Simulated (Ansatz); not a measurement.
# NaBr (singlet): the correlation ladder at distance Br1–Na2 = 2.255 Å, cc-pVDZ

The task here is to estimate one member of a computed series from the others.

Program: Ansatz 0.2.0, Gaussian basis. Level of theory: cc-pVDZ, core rule «outside noble gas», up to 19 orbitals frozen. These are calculated values, not measurements.

Plan: UHF; CCSD(T) on RHF; BCCD(T) on RHF; CISD; CCSDT(Q) on RHF; CCSDTQ on RHF; CASSCF and MRCISD+Q, 2 electrons in 2 orbitals; CASSCF and NEVPT2, 2 electrons in 2 orbitals.

54 further runs of the same task are left out: 33 for a known fault of the program, 19 that didn't finish, 2 set aside as unsound or not needed. Runs told in other sessions of the task aren't counted.

## The system

The geometry derives from a PBE0/def2-TZVP stationary point (not a proven minimum). One bond is set to the value named and the two fragments are kept rigid. No spin-orbit coupling is included. The filled d shell of Br may be among the frozen orbitals whatever the setting's name suggests.

2 atoms, charge 0, spin multiplicity 1.

Atoms are counted from 1 here; the program's logs count them from 0.

Bond lengths: Br1–Na2 2.255 Å.

Set-up of the first run:

Contents of in.yaml:

```yaml
crystal:
  periodic: [false, false, false]
  atoms:
    - {symbol: Br, position_ang: [0.000000, 0.000000, 0.000000]}
    - {symbol: Na, position_ang: [0.000000, 0.000000, 2.255000]}
basis:
  gaussian: {orbitals: cc-pVDZ}
magnetization: {spin_polarized: true, initial_magnetization: 0}
hamiltonian: {xc: hf}
output: {orbitals: {seedname: orbitals}}
```

Command:

```console
> ansatz run in.yaml --threads 1 --pin off --events-out ev --progress --plain --max-ram 2393MiB
```

Steps of the session up to this table: UHF; CCSD(T) on RHF; BCCD(T) on RHF; CISD; CCSDT(Q) on RHF; CCSDTQ on RHF; CASSCF and MRCISD+Q, 2 electrons in 2 orbitals; CASSCF and NEVPT2, 2 electrons in 2 orbitals.

One table of the session follows, with a row left open; its other results are not shown here.

```
     method  from RCCSDTQ (meV)
        RHF             +3605.0
       RMP2                   ?
       CISD              +192.8
      RCCSD               +57.0
   RCCSD(T)               +12.3
    BCCD(T)               +12.3
     RCCSDT                +7.4
  RCCSDT(Q)                +0.2
    RCCSDTQ                   0
CASSCF pair             +3435.1
NEVPT2 pair              +334.4
```

**Question.** Estimate the row for RMP2.

The run gave: from RCCSDTQ (meV): +341.5. In the column «from RCCSDTQ (meV)» it lies between NEVPT2 pair (+334.4) and CASSCF pair (+3435.1).

Not comparable, so not listed: CASSCF and MRCISD+Q, 2 electrons in 2 orbitals (they don't share determinant, frozen orbitals or solution with the rows shown, or repeat one).

Limits of these values: Warnings in the runs' records: passed over end.
